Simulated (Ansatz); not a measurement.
**C₄H₁₅NSi₂: vertical ionisation energy**

One table from this session's results is given with a row withheld; the runs are named, their logs left out.

Computed with Ansatz 0.2.0, Gaussian basis. Level: unrestricted cation, the program's frozen cores in correlated methods.

Plan: UKS PBE-D4/def2-TZVPP; UKS r2SCAN-D4/def2-TZVPP; UKS PBE0-D4/def2-TZVPP; UKS B3LYP-D4/def2-TZVPP; UKS wB97X-V/def2-TZVPP; UKS wB97M-V/def2-TZVPP; UKS B2PLYP/def2-TZVPP; UHF-MP2/def2-TZVPP; UHF-MP2/def2-QZVPP; then −ε(HOMO) from the neutral's earlier runs with LDA (SPW92), PBE-D4, revPBE-D4, BLYP-D4, r2SCAN-D4, B97M-V, PBE0-D4, B3LYP-D4, r2SCANh-D4, r2SCAN0-D4, HSE06-D4, BHLYP-D4, CAM-B3LYP-D4, LC-ωPBE, ωB97X-V, ωB97M-V.

1 further run of the same task is left out (it didn't finish).

## The geometry

An earlier PBE0-D4 in a triple-zeta def2 set relaxation fixed the geometry.

SMILES `CC(C)(C)N([SiH3])[SiH3]`, 22 atoms, charge 0, spin multiplicity 1.

Atoms are counted from 1 here; the program's logs count them from 0.

Bond lengths: C1–C2 1.527 Å, C1–H8 1.092 Å, C1–H9 1.092 Å, C1–H10 1.093 Å, C2–C3 1.525 Å, C2–C4 1.525 Å, C2–N5 1.491 Å, C3–H11 1.092 Å, C3–H12 1.094 Å, C3–H13 1.092 Å, C4–H14 1.094 Å, C4–H15 1.092 Å, C4–H16 1.092 Å, N5–Si6 1.734 Å, N5–Si7 1.734 Å, Si6–H17 1.489 Å, Si6–H18 1.482 Å, Si6–H19 1.491 Å and more. Angles: C2–C1–H8 110.6°, C2–C1–H9 110.6°, C2–C1–H10 110.9°, H8–C1–H9 108.1°, H8–C1–H10 108.2°, H9–C1–H10 108.2°, C1–C2–C3 109.7°, C1–C2–C4 109.6°, C1–C2–N5 109.3°, C3–C2–C4 108.1°, C3–C2–N5 110.1°, C4–C2–N5 110.1°, C2–C3–H11 109.9°, C2–C3–H12 111.9°, C2–C3–H13 111.0°, H11–C3–H12 107.1°, H11–C3–H13 108.4°, H12–C3–H13 108.4° and more.

Coordinates:

```mol
C4H15NSi2
  3D, bonds by distance, orders not assigned

 22 21  0  0  0  0  0  0  0  0999 V2000
   -0.9355   -1.3606    0.7512 C   0  0
    0.2536   -0.5666    0.2148 C   0  0
    1.2727   -0.3528    1.3291 C   0  0
    0.9323   -1.3517   -0.9026 C   0  0
   -0.2252    0.7482   -0.3004 N   0  0
   -0.3904    2.0814    0.7958 Si  0  0
   -0.7989    0.8646   -1.9325 Si  0  0
   -1.6707   -1.5328   -0.0380 H   0  0
   -1.4271   -0.8176    1.5614 H   0  0
   -0.6138   -2.3317    1.1365 H   0  0
    1.6353   -1.3174    1.6907 H   0  0
    0.8364    0.1683    2.1863 H   0  0
    2.1275    0.2252    0.9721 H   0  0
    0.2409   -1.5794   -1.7192 H   0  0
    1.2979   -2.3057   -0.5166 H   0  0
    1.7796   -0.7978   -1.3117 H   0  0
    0.9169    2.6393    1.2382 H   0  0
   -1.1416    3.1519    0.0979 H   0  0
   -1.1361    1.6953    2.0279 H   0  0
    0.2902    0.7667   -2.9426 H   0  0
   -1.4605    2.1820   -2.0870 H   0  0
   -1.7835   -0.2088   -2.2514 H   0  0
  1  2  8  0
  2  3  8  0
  2  4  8  0
  2  5  8  0
  5  6  8  0
  5  7  8  0
  1  8  8  0
  1  9  8  0
  1 10  8  0
  3 11  8  0
  3 12  8  0
  3 13  8  0
  4 14  8  0
  4 15  8  0
  4 16  8  0
  6 17  8  0
  6 18  8  0
  6 19  8  0
  7 20  8  0
  7 21  8  0
  7 22  8  0
M  END
```

Set-up of the first run:

File in.yaml:

```yaml
crystal:
  periodic: [false, false, false]
  atoms:
    - {symbol: C, position_ang: [-0.935516, -1.360554, 0.751200]}
    - {symbol: C, position_ang: [0.253622, -0.566552, 0.214817]}
    - {symbol: C, position_ang: [1.272661, -0.352799, 1.329071]}
    - {symbol: C, position_ang: [0.932295, -1.351735, -0.902558]}
    - {symbol: N, position_ang: [-0.225186, 0.748217, -0.300442]}
    - {symbol: Si, position_ang: [-0.390421, 2.081402, 0.795771]}
    - {symbol: Si, position_ang: [-0.798869, 0.864552, -1.932450]}
    - {symbol: H, position_ang: [-1.670686, -1.532806, -0.038010]}
    - {symbol: H, position_ang: [-1.427123, -0.817598, 1.561439]}
    - {symbol: H, position_ang: [-0.613810, -2.331679, 1.136518]}
    - {symbol: H, position_ang: [1.635263, -1.317393, 1.690750]}
    - {symbol: H, position_ang: [0.836379, 0.168263, 2.186281]}
    - {symbol: H, position_ang: [2.127529, 0.225218, 0.972109]}
    - {symbol: H, position_ang: [0.240896, -1.579375, -1.719151]}
    - {symbol: H, position_ang: [1.297903, -2.305736, -0.516638]}
    - {symbol: H, position_ang: [1.779642, -0.797772, -1.311747]}
    - {symbol: H, position_ang: [0.916864, 2.639340, 1.238238]}
    - {symbol: H, position_ang: [-1.141583, 3.151901, 0.097919]}
    - {symbol: H, position_ang: [-1.136064, 1.695277, 2.027880]}
    - {symbol: H, position_ang: [0.290183, 0.766735, -2.942566]}
    - {symbol: H, position_ang: [-1.460506, 2.181961, -2.087014]}
    - {symbol: H, position_ang: [-1.783463, -0.208841, -2.251427]}
basis:
  gaussian: {orbitals: def2-TZVPP}
total_charge: 1
magnetization: {spin_polarized: true, initial_magnetization: 1}
hamiltonian: {xc: pbe, dispersion: d4}
```

Steps of the session up to this table: Cation, UKS PBE-D4/def2-TZVPP; Cation, UKS r2SCAN-D4/def2-TZVPP; Cation, UKS PBE0-D4/def2-TZVPP; Cation, UKS B3LYP-D4/def2-TZVPP; Cation, UKS wB97X-V/def2-TZVPP; Cation, UKS wB97M-V/def2-TZVPP; Cation, UKS B2PLYP (frozen core)/def2-TZVPP; Cation, UHF-MP2/def2-TZVPP; Cation, UHF-MP2/def2-QZVPP.

One table of the session follows, with a row left open; its other results are not shown here.

It belongs to the step «Ionisation energies side by side». Orbital estimates, from the neutral's runs:

```
  functional  −ε(HOMO) (eV)
 LDA (SPW92)           5.78
      PBE-D4           5.68
   revPBE-D4              ?
     BLYP-D4           5.56
   r2SCAN-D4           5.94
      B97M-V           6.16
     PBE0-D4           6.95
    B3LYP-D4           6.74
  r2SCANh-D4           6.42
  r2SCAN0-D4           7.14
    HSE06-D4           6.55
    BHLYP-D4           8.16
CAM-B3LYP-D4           8.30
     LC-ωPBE           9.63
     ωB97X-V           9.32
     ωB97M-V           9.23
```

**Question.** Estimate the row for revPBE-D4.

**Answer.** −ε(HOMO) (eV): 5.63. In the column «−ε(HOMO) (eV)» it lies between BLYP-D4 (5.56) and PBE-D4 (5.68).
